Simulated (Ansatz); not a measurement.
# PF3 (SMILES FP(F)F): HSE06/STO-3G

What is the electronic atomisation energy of PF3 at HSE06/STO-3G? 

The calculation is run with Ansatz 0.2.0.

42 further runs of the same task are left out: 7 that didn't finish, 35 set aside as unsound or not needed.

## Step 1: The structure to begin with

PF3 has 4 atoms, charge 0, and is taken as a singlet. SMILES: `FP(F)F`. The shape is that of a GFN2-xTB optimisation.

Bond lengths: P1–F2 1.597 Å, P1–F3 1.598 Å, P1–F4 1.598 Å. Angles: F2–P1–F3 94.0°, F2–P1–F4 93.9°, F3–P1–F4 94.0°.

## Step 2: The energy at HSE06/STO-3G

Input file input.yaml:

```yaml
basis:
  gaussian:
    orbitals: STO-3G
crystal:
  periodic: [false, false, false]
  atoms:
    - symbol: P
      position_ang: [-0.004630, 0.005090, 0.642290]
    - symbol: F
      position_ang: [1.349610, -0.029560, -0.203150]
    - symbol: F
      position_ang: [-0.648490, 1.180250, -0.228190]
    - symbol: F
      position_ang: [-0.696500, -1.155780, -0.210950]
hamiltonian:
  xc: hse06
accuracy: high
```

Run with:

```sh
$ ansatz run input.yaml --threads 1 --pin off --max-ram 2610MiB --events-out events.jsonl --progress --plain --runs-dir runs
```

The log of the run:

```text
Warning: RAYON_NUM_THREADS=1 ignored (pool sized by the plan → 1); use --threads N
Functional definition: HSE06
  name "HSE06"
  parameter a = 0.25
  parameter omega = 0.11/bohr
  exchange = pbe_x - a*pbe_x_sr(omega) + a*exact_x_sr(omega)
  correlation = pbe_c
463 factors; integrals over basis functions are off by at most 4.2e-8 eV
48 factors; integrals over basis functions are off by at most 8.6e-10 eV
mean field evaluation 1: about -17202.5203 eV, gradient 2.6e1 eV
mean field evaluation 2: about -17202.4992 eV, gradient 2.8e1 eV
mean field evaluation 4: about -17205.1923 eV, gradient 2.4e-1 eV
mean field evaluation 8: about -17205.2180 eV, gradient 5.8e-4 eV
mean field evaluation 16: about -17205.2180 eV, gradient 1.4e-8 eV
mean field -17205.21796587 eV, -632.2800981302 hartree, gradient 1.4e-8 eV, S^2 0.000000; 0 other end points of the search recorded, 0 dependent functions left out
reference -17205.21796685 eV, -632.2800981660 hartree; 21, 21 occupied and 3, 3 virtual orbitals, 463 factors
Total energy: -17205.21796685 eV, -632.2800981660 hartree
```

Wall time 0.54 s (1 thread of AMD EPYC 9R45 (Zen 5), shared host).

## Step 3: The F atom

Input file in.yaml:

```yaml
crystal:
  periodic: [false, false, false]
  atoms:
    - {symbol: F, position_ang: [0.000000, 0.000000, 0.000000]}
basis:
  gaussian: {orbitals: STO-3G}
magnetization: {spin_polarized: true, initial_magnetization: 1}
hamiltonian: {xc: {name: HSE06}}
accuracy: high
```

Run with:

```sh
$ ansatz run in.yaml --threads 1 --pin off --max-ram 2610MiB --events-out events.jsonl --progress --plain --runs-dir runs
```

The log of the run (excerpt; [...] marks lines left out):

```text
Warning: RAYON_NUM_THREADS=1 ignored (pool sized by the plan → 1); use --threads N
[... 6 set-up lines as earlier in the session ...]
15 factors; integrals over basis functions are off by at most 1.2e-9 eV
13 factors; integrals over basis functions are off by at most 2.0e-10 eV
mean field evaluation 1: about -2672.1445 eV, gradient 4.3e-13 eV
mean field evaluation 2: about -2672.1438 eV, gradient 4.7e-12 eV
mean field -2672.14383719 eV, -98.1994747724 hartree, gradient 0.0e0 eV, S^2 0.750000; 0 other end points of the search recorded, 0 dependent functions left out
reference -2672.14383749 eV, -98.1994747835 hartree; 5, 4 occupied and 0, 1 virtual orbitals, 15 factors
Total energy: -2672.14383749 eV, -98.1994747835 hartree
```

Run time: 0.12 s. Hardware: 1 thread of AMD EPYC 9R45 (Zen 5), shared host.

## Step 4: The P atom at the same level

Input file input.yaml:

```yaml
crystal:
  periodic: [false, false, false]
  atoms:
    - {symbol: P, position_ang: [0.000000, 0.000000, 0.000000]}
basis:
  gaussian:
    orbitals: STO-3G
magnetization:
  spin_polarized: true
  initial_magnetization: 3
hamiltonian:
  xc: hse06
accuracy: high
```

Run with:

```sh
$ ansatz run input.yaml --threads 1 --pin off --max-ram 2610MiB --events-out events.jsonl --progress --plain --runs-dir runs
```

The log of the run (excerpt; [...] marks lines left out):

```text
Warning: RAYON_NUM_THREADS=1 ignored (pool sized by the plan → 1); use --threads N
[... 6 set-up lines as earlier in the session ...]
42 factors; integrals over basis functions are off by at most 1.9e-9 eV
14 factors; integrals over basis functions are off by at most 1.6e-9 eV
mean field evaluation 1: about -9176.5855 eV, gradient 1.5e-1 eV
mean field evaluation 2: about -9176.5856 eV, gradient 3.2e-3 eV
mean field evaluation 4: about -9176.5863 eV, gradient 2.9e-6 eV
mean field evaluation 8: about -9176.5863 eV, gradient 4.3e-9 eV
mean field -9176.58626072 eV, -337.2333249678 hartree, gradient 4.3e-9 eV, S^2 3.750000; 0 other end points of the search recorded, 0 dependent functions left out
reference -9176.58626181 eV, -337.2333250078 hartree; 9, 6 occupied and 0, 3 virtual orbitals, 42 factors
Total energy: -9176.58626181 eV, -337.2333250078 hartree
```

It took 0.2 s on 1 thread of AMD EPYC 9R45 (Zen 5), shared host.

## Step 5: Results

Level: HSE06/STO-3G.

```
                     quantity          value
       molecule: total energy  -632.28010 Eh
         F atom: total energy   -98.19947 Eh
                 F atom: ⟨S²⟩          0.750
         P atom: total energy  -337.23333 Eh
                 P atom: ⟨S²⟩          3.750
electronic atomisation energy      12.200 eV
```

What this shows: Taking the molecule apart into free atoms costs 12.20 eV (1177 kJ/mol), before zero-point energy and without spin-orbit coupling. In a minimal basis such a difference can be off by several eV, whatever the method.
